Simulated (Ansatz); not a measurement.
# C₂H₆OSi₂: one species, many methods

The task here is to estimate one member of a computed series from the others.

Method: functionals in def2-TZVPP, the program's frozen cores in correlated methods; program: Ansatz 0.2.0, Gaussian basis.

The runs, in order: LDA (SPW92), PBE-D4, revPBE-D4, BLYP-D4, r2SCAN-D4, B97M-V, PBE0-D4, B3LYP-D4, r2SCANh-D4, r2SCAN0-D4, HSE06-D4, BHLYP-D4, CAM-B3LYP-D4, LC-ωPBE, ωB97X-V, ωB97M-V, B2PLYP, PBE-QIDH; CCSD(T)/def2-SVP; CCSD(T)/def2-TZVPP; MP2/def2-QZVPP; extrapolation to the limit; RPA on PBE.

**The relaxed structure**

All runs share one geometry, relaxed beforehand with PBE0-D4 in a triple-zeta def2 set.

SMILES `O[SiH2]C#C[SiH3]`, 11 atoms, charge 0, spin multiplicity 1.

Atoms are counted from 1 here; the program's logs count them from 0.

Bond lengths: O1–Si2 1.641 Å, O1–H6 0.958 Å, Si2–C3 1.830 Å, Si2–H7 1.485 Å, Si2–H8 1.477 Å, C3–C4 1.215 Å, C4–Si5 1.826 Å, Si5–H9 1.483 Å, Si5–H10 1.483 Å, Si5–H11 1.483 Å. Angles: Si2–O1–H6 117.9°, O1–Si2–C3 111.3°, O1–Si2–H7 112.0°, O1–Si2–H8 106.2°, C3–Si2–H7 106.9°, C3–Si2–H8 109.7°, H7–Si2–H8 110.8°, Si2–C3–C4 179.3°, C3–C4–Si5 179.7°, C4–Si5–H9 109.2°, C4–Si5–H10 109.2°, C4–Si5–H11 109.0°, H9–Si5–H10 109.8°, H9–Si5–H11 109.7°, H10–Si5–H11 109.8°.

As a file:

```xyz
11
C2H6OSi2
O    -1.9146   -1.8875    1.4991
Si   -0.3228   -1.4953    1.5766
C     0.1294   -0.2903    0.2752
C     0.4247    0.5212   -0.5795
Si    0.8728    1.7330   -1.8697
H    -2.5540   -1.1741    1.5120
H     0.0365   -0.8793    2.8789
H     0.4219   -2.7544    1.3693
H     1.6071    2.8611   -1.2469
H     1.7309    1.0730   -2.8832
H    -0.3666    2.2355   -2.5111
```

The first run:

in.yaml reads:

```yaml
crystal:
  periodic: [false, false, false]
  atoms:
    - {symbol: O, position_ang: [-1.914593, -1.887523, 1.499063]}
    - {symbol: Si, position_ang: [-0.322844, -1.495329, 1.576626]}
    - {symbol: C, position_ang: [0.129445, -0.290294, 0.275184]}
    - {symbol: C, position_ang: [0.424727, 0.521225, -0.579489]}
    - {symbol: Si, position_ang: [0.872811, 1.733012, -1.869745]}
    - {symbol: H, position_ang: [-2.553987, -1.174107, 1.511956]}
    - {symbol: H, position_ang: [0.036476, -0.879322, 2.878923]}
    - {symbol: H, position_ang: [0.421898, -2.754427, 1.369311]}
    - {symbol: H, position_ang: [1.607094, 2.861113, -1.246904]}
    - {symbol: H, position_ang: [1.730920, 1.073013, -2.883216]}
    - {symbol: H, position_ang: [-0.366647, 2.235540, -2.511109]}
basis:
  gaussian: {orbitals: def2-TZVPP}
hamiltonian: {xc: lda}
output: {orbitals: {seedname: orbitals}}
```

Steps of the session up to this table: LDA; PBE-D4 (GGA); revPBE-D4 (GGA); BLYP-D4 (GGA); r2SCAN-D4 (meta-GGA); B97M-V (meta-GGA); PBE0-D4 (hybrid); B3LYP-D4 (hybrid); r2SCANh-D4 (hybrid); r2SCAN0-D4 (hybrid); HSE06-D4 (hybrid); BHLYP-D4 (hybrid); CAM-B3LYP-D4 (range-separated); LC-ωPBE-D4 (range-separated; the results give it without D4); ωB97X-V (range-separated); ωB97M-V (range-separated); B2PLYP (double hybrid); PBE-QIDH (double hybrid).

One table of the session follows, with a row left open; its other results are not shown here.

It belongs to the step «Frontier levels by functional». 

```
  functional  HOMO (eV)  gap (eV)
 LDA (SPW92)      -7.11      4.98
      PBE-D4      -6.99      5.09
   revPBE-D4      -6.94      5.13
     BLYP-D4      -6.84      5.10
   r2SCAN-D4      -7.25      5.56
      B97M-V      -7.31      5.54
     PBE0-D4      -8.19      7.17
    B3LYP-D4      -7.96      6.76
  r2SCANh-D4      -7.70      6.33
  r2SCAN0-D4      -8.37      7.47
    HSE06-D4      -7.79      6.40
    BHLYP-D4          ?         ?
CAM-B3LYP-D4      -9.51      9.58
     LC-ωPBE     -10.92     12.10
     ωB97X-V     -10.53     11.62
     ωB97M-V     -10.39     11.29
```

Q: Estimate the row for BHLYP-D4 from the others.

Worked estimate for «HOMO (eV)». Against the share of exact exchange, BLYP-D4 (0, -6.84), B3LYP-D4 (0.2, -7.96) give a slope of -5.60 per unit share; at 0.5 the line stands at -9.64.

**Answer.** HOMO (eV): -9.24; gap (eV): 9.21. In «HOMO (eV)» the line misses by -0.40.
